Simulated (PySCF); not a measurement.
# WO(OMe)4: geometry, NMR shifts and electronic excitations, part 2 of 2

PySCF 2.14.0. Atoms count from 0.

## (4) TDDFT and polarisability: PBE0/def2-SVPD

Job settings and geometry (Å):

```
{"job": {"kind": "uv", "xc": "PBE0", "basis": "def2-SVPD", "ip": false, "nstates": 10}, "charge": 0, "multiplicity": 1}
W     -0.013456    -0.013008     0.911921
O     -0.013913    -0.027721     2.609803
O      1.809696    -0.358151     0.550915
C      2.650595    -0.153926    -0.536062
H      2.346108    -0.763289    -1.407208
H      3.681769    -0.431629    -0.264643
H      2.628135     0.910821    -0.830477
O      0.355572     1.714323     0.178558
C     -0.340714     2.922824     0.175219
H     -1.431392     2.756471     0.235205
H     -0.114925     3.478615    -0.749850
H     -0.041287     3.545036     1.036324
O     -1.838087     0.340015     0.558613
C     -2.651328     0.166807    -0.555457
H     -2.308185     0.777308    -1.411439
H     -3.684230     0.461399    -0.310997
H     -2.642333    -0.894934    -0.861575
O     -0.386406    -1.728295     0.151661
C      0.315495    -2.934271     0.142632
H      1.406690    -2.762322     0.147182
H      0.048017    -3.512030    -0.757309
H      0.060157    -3.539084     1.029982
```

Method: TDDFT PBE0/def2-SVPD, vertical, gas phase, core orbitals frozen in the response.

The program printed:

```text
coarse grid: 85224 points
cycle   1  E = -601.4658144321  dE = -1.167e+01  |g| = 1.714e+00  |ddm| = 9.855e+00
cycle   2  E = -598.4567209959  dE =  3.009e+00  |g| = 4.238e+00  |ddm| = 5.732e+00
cycle   3  E = -601.8104549549  dE = -3.354e+00  |g| = 1.043e+00  |ddm| = 4.474e+00
cycle   4  E = -602.0250707172  dE = -2.146e-01  |g| = 3.231e-01  |ddm| = 1.187e+00
cycle   5  E = -602.0378858788  dE = -1.282e-02  |g| = 1.673e-01  |ddm| = 3.941e-01
cycle   6  E = -602.0443152394  dE = -6.429e-03  |g| = 3.892e-02  |ddm| = 2.316e-01
cycle   7  E = -602.0446137598  dE = -2.985e-04  |g| = 1.440e-02  |ddm| = 3.732e-02
cycle   8  E = -602.0446500065  dE = -3.625e-05  |g| = 5.564e-03  |ddm| = 1.470e-02
cycle   9  E = -602.0446561810  dE = -6.175e-06  |g| = 5.678e-04  |ddm| = 5.880e-03
final grid: 180928 points
cycle  10  E = -602.0446706345  dE = -2.890e-07  |g| = 8.543e-04  |ddm| = 1.420e-02
cycle  11  E = -602.0446702314  dE =  4.030e-07  |g| = 1.669e-03  |ddm| = 2.659e-03
cycle  12  E = -602.0446707626  dE = -5.312e-07  |g| = 3.462e-04  |ddm| = 1.651e-03
cycle  13  E = -602.0446707838  dE = -2.126e-08  |g| = 1.074e-04  |ddm| = 3.424e-04
cycle  14  E = -602.0446707860  dE = -2.179e-09  |g| = 2.425e-05  |ddm| = 1.070e-04
cycle  15  E = -602.0446707861  dE = -1.094e-10  |g| = 9.583e-06  |ddm| = 3.257e-05
converged SCF energy = -602.0446707861

Static polarisability (au): isotropic 118.519, principal 101.153 120.601 133.802

Singlet excitations
state   eV       nm        f      main configurations
  1   4.4515    278.5   0.01390   H-1->L 0.84
  2   4.5337    273.5   0.00069   H->L 0.92
  3   4.6112    268.9   0.00720   H-2->L 0.77, H-3->L 0.19
  4   4.9458    250.7   0.02330   H-4->L 0.82, H-1->L 0.09
  5   5.1934    238.7   0.09224   H-3->L 0.66, H-2->L 0.13, H-4->L 0.09
  6   5.2747    235.1   0.00038   H-5->L 0.56, H-6->L 0.38
  7   5.3618    231.2   0.00023   H-6->L 0.60, H-5->L 0.32
  8   5.8001    213.8   0.01957   H->L+1 0.93
  9   5.9130    209.7   0.00217   H-1->L+1 0.45, H-2->L+1 0.26, H-3->L+1 0.21
 10   5.9504    208.4   0.00047   H-2->L+1 0.62, H-1->L+1 0.17, H-4->L+1 0.15

Triplet excitations (Tamm-Dancoff, eV): 4.0482 4.1513 4.2476 4.5728
```

Run time: 6.2 min. Hardware: 1 thread of Intel Xeon at 2.50GHz, shared host; peak memory 1.6 GiB.

The orbitals next to the gap, with their largest atomic shares:

| orbital | eV | atoms |
| --- | --- | --- |
| HOMO−3 | -8.49 | O2 21 %, O12 20 %, O17 10 % |
| HOMO−2 | -8.25 | O7 21 %, O17 20 %, O2 10 % |
| HOMO−1 | -8.13 | O1 16 %, O17 14 %, O7 14 % |
| HOMO | -8.05 | O17 23 %, O7 22 %, O12 13 % |
| LUMO | -2.13 | W0 61 %, O12 10 %, O2 10 % |
| LUMO+1 | -0.79 | W0 56 %, O1 21 %, O12 8 % |
| LUMO+2 | -0.25 | W0 54 %, O1 23 %, O17 7 % |

With each of the 10 states as a Gaussian band of 0.4 eV half-width at 1/e, the curve within the window shown has maxima at 240 nm (ε 4,600) L/(mol cm). Beyond the last state computed it falls off for lack of states. The curve at chosen wavelengths:

nm, ε (L/mol/cm) and a bar:
```
      198        281 #
      203        569 ###
      208        902 ######
      213       1249 ########
      218       1701 ###########
      223       2378 ###############
      228       3244 #####################
      232       3913 ##########################
      237       4467 #############################
      242       4546 ##############################
      247       4184 ############################
      252       3562 #######################
      257       2887 ###################
      262       2295 ###############
      267       1833 ############
      272       1486 #########
      277       1218 ########
      282        995 ######
      287        798 #####
      291        655 ####
      296        497 ###
      301        363 ##
      306        256 #
      311        174 #
      316        114 
      321         73
```

Leading natural transition orbitals of singlet state 5: the hole lies on O2, O12 about 30 % each; H6, H16 about 6 % each; the particle on W0 58 %; O2, O12 about 10 % each.

Leading natural transition orbitals of singlet state 1: the hole lies on O1 27 %; O2, O12 about 20 % each; O7, O17 about 7 % each; the particle on W0 58 %; O2, O12 about 10 % each.

Further results of this job:

| property | computed |
| --- | --- |
| dipole moment (D) | 3.77 |
| polarisability (Å³) | 17.56 |
| HOMO–LUMO gap (eV) | 5.91 |
| −ε(HOMO) (eV) | 8.05 |

## (5) NMR shieldings: B3LYP/def2-TZVP+pcSseg-1

Settings changed since step 4:

```diff
@@ -1,2 +1,2 @@
-{"job": {"kind": "uv", "xc": "PBE0", "basis": "def2-SVPD", "ip": false, "nstates": 10}, "charge": 0, "multiplicity": 1}
+{"job": {"kind": "nmr", "xc": "B3LYP", "basis": {"default": "pcSseg-1", "W": "def2-TZVP"}, "pop": false}, "charge": 0, "multiplicity": 1}
 W     -0.013456    -0.013008     0.911921
```

Method: GIAO B3LYP/pcSseg-1 W:def2-TZVP NMR shielding, scalar relativity only through core potentials, gas phase.

The program printed:

```text
coarse grid: 85224 points
cycle   1  E = -602.1627816415  dE = -1.980e+01  |g| = 2.149e+00  |ddm| = 9.272e+00
cycle   2  E = -595.2738785244  dE =  6.889e+00  |g| = 6.040e+00  |ddm| = 4.711e+00
cycle   3  E = -602.6696473746  dE = -7.396e+00  |g| = 1.338e+00  |ddm| = 3.810e+00
cycle   4  E = -602.9255560995  dE = -2.559e-01  |g| = 7.675e-01  |ddm| = 1.316e+00
cycle   5  E = -603.0149257508  dE = -8.937e-02  |g| = 2.678e-01  |ddm| = 4.762e-01
cycle   6  E = -603.0295611042  dE = -1.464e-02  |g| = 1.048e-01  |ddm| = 2.404e-01
cycle   7  E = -603.0312716654  dE = -1.711e-03  |g| = 4.864e-02  |ddm| = 5.914e-02
cycle   8  E = -603.0316863292  dE = -4.147e-04  |g| = 1.235e-02  |ddm| = 3.122e-02
cycle   9  E = -603.0317163824  dE = -3.005e-05  |g| = 1.782e-03  |ddm| = 7.287e-03
cycle  10  E = -603.0317166041  dE = -2.217e-07  |g| = 1.549e-03  |ddm| = 1.871e-03
final grid: 180928 points
cycle  11  E = -603.0317275006  dE =  2.230e-06  |g| = 4.070e-03  |ddm| = 4.418e-03
cycle  12  E = -603.0317062672  dE =  2.123e-05  |g| = 1.140e-02  |ddm| = 8.537e-03
cycle  13  E = -603.0317302618  dE = -2.399e-05  |g| = 1.372e-03  |ddm| = 6.307e-03
cycle  14  E = -603.0317306111  dE = -3.493e-07  |g| = 9.153e-05  |ddm| = 7.454e-04
cycle  15  E = -603.0317306126  dE = -1.457e-09  |g| = 3.413e-05  |ddm| = 7.996e-05
cycle  16  E = -603.0317306128  dE = -1.844e-10  |g| = 1.588e-05  |ddm| = 2.911e-05
converged SCF energy = -603.0317306128

GIAO shielding tensors (ppm)
atom      isotropic    diamagn.    paramagn.     s11        s22        s33       span
  0 W          nan         nan         nan        nan        nan        nan        nan
  1 O     -444.510     398.275    -842.784   -781.996   -652.845    101.313    883.309
  2 O       72.015     402.549    -330.534   -215.322    191.412    239.954    455.276
  3 C      118.590     244.739    -126.149     86.794     97.784    171.192     84.398
  4 H       27.425      31.724      -4.299     24.098     26.675     31.503      7.404
  5 H       27.491      27.802      -0.311     24.127     25.527     32.819      8.692
  6 H       27.369      30.874      -3.505     24.243     27.135     30.730      6.487
  7 O      124.571     404.150    -279.579     -8.662    143.197    239.177    247.840
  8 C      112.525     241.424    -128.899     74.623     89.463    173.490     98.867
  9 H       27.495      30.232      -2.738     24.364     27.690     30.429      6.065
 10 H       27.374      28.700      -1.326     24.062     25.270     32.789      8.727
 11 H       26.961      27.501      -0.541     23.659     25.285     31.938      8.279
 12 O       69.486     402.352    -332.866   -225.771    194.118    240.111    465.882
 13 C      118.740     244.823    -126.083     87.122     98.234    170.864     83.742
 14 H       27.453      31.861      -4.408     24.174     26.730     31.455      7.280
 15 H       27.510      27.831      -0.320     24.150     25.551     32.830      8.680
 16 H       27.374      30.851      -3.477     24.244     27.135     30.743      6.499
 17 O      123.504     404.128    -280.625    -10.819    142.449    238.881    249.700
 18 C      112.443     241.409    -128.966     74.624     89.428    173.278     98.655
 19 H       27.508      30.313      -2.805     24.316     27.754     30.453      6.137
 20 H       27.381      28.605      -1.224     24.031     25.326     32.786      8.755
 21 H       26.965      27.527      -0.562     23.712     25.279     31.903      8.191
```

Run time: 3.1 min. Hardware: 1 thread of Intel Xeon at 2.50GHz, shared host; peak memory 1.4 GiB.

This run: δ C3 63.7, O1 778.5, O2 236.6, H4 4.02 ppm (means over like atoms).

## (6) Run by run: NMR shifts

Shifts (ppm), means over like atoms, with basis size and wall time:

| run | C3 | H4 | O1 | O2 | functions | time |
| --- | --- | --- | --- | --- | --- | --- |
| PBE0/def2-TZVP+pcSseg-1 | 62.9 | 4.00 | 779.3 | 228.1 | 253 | 3.8 min |
| B3LYP/def2-TZVP+pcSseg-1 | 63.7 | 4.02 | 778.5 | 236.6 | 253 | 3.1 min |

## (7) Results

What follows sums up all 2 parts.

```
                                                                         quantity                        value
                                             rotational constants (main isotopes)         1.12, 0.93, 0.71 GHz
13C shifts against TMS (PBE0/def2-TZVP+pcSseg-1, means over atoms taken as alike)                     62.9 ppm
 1H shifts against TMS (PBE0/def2-TZVP+pcSseg-1, means over atoms taken as alike)                     4.00 ppm
17O shifts against H2O (PBE0/def2-TZVP+pcSseg-1, means over atoms taken as alike)             779.3, 228.1 ppm
                                            surface potential, 1st and 99th percentile           -1.62 V and 0.94 V
                                                  lowest singlet (PBE0/def2-SVPD)  4.45 eV (279 nm), f = 0.014
                                         brightest single state of those computed  state 5, 5.19 eV, f = 0.092
                                                                   lowest triplet                      4.05 eV
                                                         range of the shift of O2           228.1 to 236.6 ppm
```

In words: The start was shaken at random, so part of the energy gained undoes that. The optimisation took 26 steps and gained 1.999 eV; among the close pairs (by a distance rule), W0–C18 changed most, from 2.722 to 3.039 Å. At PBE0/def2-TZVP+pcSseg-1: Shielding is most anisotropic at O1 (span 892 ppm, paramagnetic term -841 ppm). By nearest atom (PBE0/def2-TZVP+pcSseg-1), the HOMO sits on O7, O17 about 24 % each; O2, O12 about 13 % each and the LUMO on W0 58 %; O2, O12 about 10 % each. The lowest singlet, at 4.45 eV, is HOMO−1→LUMO 0.84 and is weak; of the 10 states computed, the strongest absorption comes from state 5 at 5.19 eV. The lowest triplet lies 0.40 eV below the lowest singlet (triplets in Tamm-Dancoff, singlets in full TDDFT). Spin-orbit coupling, left out, mixes singlets and triplets in elements this heavy. In ppm, O2 (with its like atoms) moves most: its shift spreads over 8.5 ppm, from 228.1 (PBE0/def2-TZVP+pcSseg-1) to 236.6 (B3LYP/def2-TZVP+pcSseg-1). Spin-orbit coupling is left out, which matters for shieldings and couplings at and beside the heavy atoms.
